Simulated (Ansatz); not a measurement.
**C2H9InSe: up Jacob's ladder to CCSD(T)**

Aim: compute C2H9InSe with functionals from several rungs and with coupled cluster. The yardstick is the atomisation energy at the CCSD(T) limit.

Program: Ansatz 0.2.0, Gaussian basis. Level of theory: functionals in def2-TZVPP, the program's frozen cores in correlated methods. These are calculated values, not measurements.

Plan: LDA (SPW92), PBE-D4, revPBE-D4, BLYP-D4, r2SCAN-D4, B97M-V, PBE0-D4, B3LYP-D4, r2SCANh-D4, r2SCAN0-D4, HSE06-D4, BHLYP-D4, CAM-B3LYP-D4, LC-ωPBE, ωB97X-V, ωB97M-V, B2PLYP, PBE-QIDH; CCSD(T)/def2-SVP; CCSD(T)/def2-TZVPP; MP2/def2-QZVPP; extrapolation to the limit; RPA on PBE.

## (1) The geometry

All runs share one geometry, relaxed beforehand with PBE0-D4 in a triple-zeta def2 set. In takes the def2 core potential; no spin-orbit term is included.

SMILES `[CH3][InH-]([CH3])[SeH2+]`, 13 atoms, charge 0, spin multiplicity 1.

Atoms are counted from 1 here; the program's logs count them from 0.

Bond lengths: C1–In2 2.168 Å, C1–H5 1.092 Å, C1–H6 1.091 Å, C1–H7 1.093 Å, In2–C3 2.170 Å, In2–Se4 3.009 Å, In2–H8 1.741 Å, C3–H9 1.093 Å, C3–H10 1.092 Å, C3–H11 1.092 Å, Se4–H12 1.468 Å, Se4–H13 1.468 Å. Angles: In2–C1–H5 111.2°, In2–C1–H6 111.3°, In2–C1–H7 109.7°, H5–C1–H6 108.9°, H5–C1–H7 107.8°, H6–C1–H7 107.8°, C1–In2–C3 119.3°, C1–In2–Se4 94.7°, C1–In2–H8 119.8°, C3–In2–Se4 95.5°, C3–In2–H8 119.2°, Se4–In2–H8 92.6°, In2–C3–H9 109.9°, In2–C3–H10 111.1°, In2–C3–H11 111.4°, H9–C3–H10 107.8°, H9–C3–H11 107.7°, H10–C3–H11 108.9° and more.

## (2) LDA

This LDA is Slater exchange with PW92 correlation.

in.yaml reads:

```yaml
crystal:
  periodic: [false, false, false]
  atoms:
    - {symbol: C, position_ang: [-1.308684, 1.557037, -0.766943]}
    - {symbol: In, position_ang: [-0.536571, -0.459082, -0.566174]}
    - {symbol: C, position_ang: [1.598408, -0.802165, -0.748088]}
    - {symbol: Se, position_ang: [-0.570452, -0.438556, 2.442762]}
    - {symbol: H, position_ang: [-0.608720, 2.290373, -0.361688]}
    - {symbol: H, position_ang: [-2.268922, 1.665710, -0.259784]}
    - {symbol: H, position_ang: [-1.461487, 1.789824, -1.823749]}
    - {symbol: H, position_ang: [-1.625156, -1.814799, -0.646647]}
    - {symbol: H, position_ang: [1.873516, -0.880061, -1.803032]}
    - {symbol: H, position_ang: [2.167407, 0.023321, -0.315332]}
    - {symbol: H, position_ang: [1.894844, -1.731411, -0.257864]}
    - {symbol: H, position_ang: [0.249166, -1.651194, 2.555807]}
    - {symbol: H, position_ang: [0.617048, 0.416404, 2.565632]}
basis:
  gaussian: {orbitals: def2-TZVPP}
hamiltonian: {xc: lda}
output: {orbitals: {seedname: orbitals}}
```

Started as:

```sh
> ansatz run in.yaml --threads 4 --pin off --events-out ev --progress --plain --max-ram 11315MiB
```

The runs that follow: PBE-D4 (GGA); revPBE-D4 (GGA); BLYP-D4 (GGA); r2SCAN-D4 (meta-GGA); B97M-V (meta-GGA); B3LYP-D4 (hybrid); r2SCANh-D4 (hybrid); r2SCAN0-D4 (hybrid); HSE06-D4 (hybrid); BHLYP-D4 (hybrid); CAM-B3LYP-D4 (range-separated); LC-ωPBE (range-separated); ωB97X-V (range-separated); ωB97M-V (range-separated); B2PLYP (double hybrid); PBE-QIDH (double hybrid); CCSD(T) in def2-SVP; CCSD(T) in def2-TZVPP; MP2 in def2-QZVPP; RPA on PBE orbitals.

Q: Predict the results of all the runs planned. Wanted: atomisation energy, CCSD(T)/CBS; farthest beyond LDA; mean size of error, GGA; mean size of error, meta-GGA; mean size of error, hybrid; mean size of error, range-separated; mean size of error, double hybrid; gap, smallest and largest; T1 diagnostic.

**Answer**, as computed:

| quantity | value |
| --- | --- |
| atomisation energy, CCSD(T)/CBS | 3991.5 kJ/mol |
| functionals within 39.9 kJ/mol (1.0 %) | PBE-D4, r2SCAN-D4, B97M-V, B3LYP-D4, r2SCANh-D4, CAM-B3LYP-D4, ωB97X-V, ωB97M-V |
| farthest beyond LDA | BHLYP-D4 (-110.6 kJ/mol) |
| mean size of error, GGA | 61.1 kJ/mol |
| mean size of error, meta-GGA | 21.5 kJ/mol |
| mean size of error, hybrid | 55.6 kJ/mol |
| mean size of error, range-separated | 30.8 kJ/mol |
| mean size of error, double hybrid | 72.9 kJ/mol |
| gap, smallest and largest | 4.02 eV (BLYP-D4), 11.02 eV (LC-ωPBE) |
| T1 diagnostic | 0.0106 |
| triples share of the correlation energy | 3.3 % |

LDA overbinds by 481.0 kJ/mol (12 %). PBE-D4 is off by -12.2 kJ/mol. Double hybrids carry the basis error of their MP2 part in triple zeta, and no dispersion term here, so their miss is partly the set-up's. The rungs meta-GGA, range-separated miss on average by less than the doubt on the reference (39.9 kJ/mol), so they tie. The reference freezes the cores and leaves out spin-orbit coupling and excitations past (T), and its outer-core shells are covered unevenly, so misses under about 39.9 kJ/mol can't be ranked. All levels share the lack of spin-orbit coupling, which lowers the free heavy atoms and so the true binding. Hartree-Fock recovers 73 % of the binding; the rest is correlation. CCSD(T) in def2-SVP is off by -226.9 kJ/mol, which most functionals beat. The gap grows from 4.0 to 11.0 eV across the functionals, mostly with the share of exact exchange. Correlated methods include outer-core shells of In, Se, which these sets cover unevenly.
